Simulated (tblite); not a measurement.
# C6H11B: the cost of one run

Programs: tblite 0.8.0 and PySCF 2.14.0, with density-fitted response routines of our own. Each step states its level of theory. These are calculated values for one molecule in the gas phase, unless marked as measured. Atoms are numbered from 0 throughout.

## (1) The starting structure

18 atoms, charge 0, multiplicity 1; geometry from: force field or distance geometry start.

Bonds of the start (Å): C0–C1 1.35, C1–C2 1.50, C2–B3 1.58, B3–C4 1.58, C4–C5 1.53, C4–C6 1.55, C6–C1 1.50, C0–H7 1.08, C0–H8 1.08, C2–H9 1.11, C2–H10 1.10, B3–H11 1.18, C4–H12 1.11, C5–H13 1.11, C5–H14 1.11, C5–H15 1.12, C6–H16 1.11, C6–H17 1.12.

## (2) Optimising the geometry with GFN2-xTB

The job: settings as JSON, then the geometry in Å.

```
{"job": {"kind": "relax", "xc": "GFN2-xTB", "basis": "xTB"}, "charge": 0, "multiplicity": 1}
C      2.396500    -0.510500    -0.902900
C      1.241900    -0.053000    -0.378600
C      1.225700     0.711600     0.910700
B     -0.318900     1.007500     1.068800
C     -1.149300     0.374400    -0.114500
C     -2.201400    -0.616700     0.386700
C     -0.089600    -0.293500    -1.019000
H      2.386000    -1.062800    -1.827900
H      3.343600    -0.323100    -0.411400
H      1.776600     1.665400     0.815000
H      1.593300     0.102900     1.751700
H     -0.791400     1.619500     1.966300
H     -1.658600     1.199000    -0.664700
H     -2.744100    -1.054200    -0.472200
H     -1.722300    -1.431200     0.966000
H     -2.932300    -0.095800     1.056000
H     -0.100500     0.163500    -2.025700
H     -0.264000    -1.396700    -1.115900
```

Command:

```
$ OMP_NUM_THREADS=1 python probes_run.py task.json out
```

One launch serves the whole session: the jobs run in the order shown.

**Question.** How long does this first job take on 1 thread of Arm Neoverse N1, shared host, and how much memory does it need?

About 1.2 s, with a peak of 0.18 GiB.
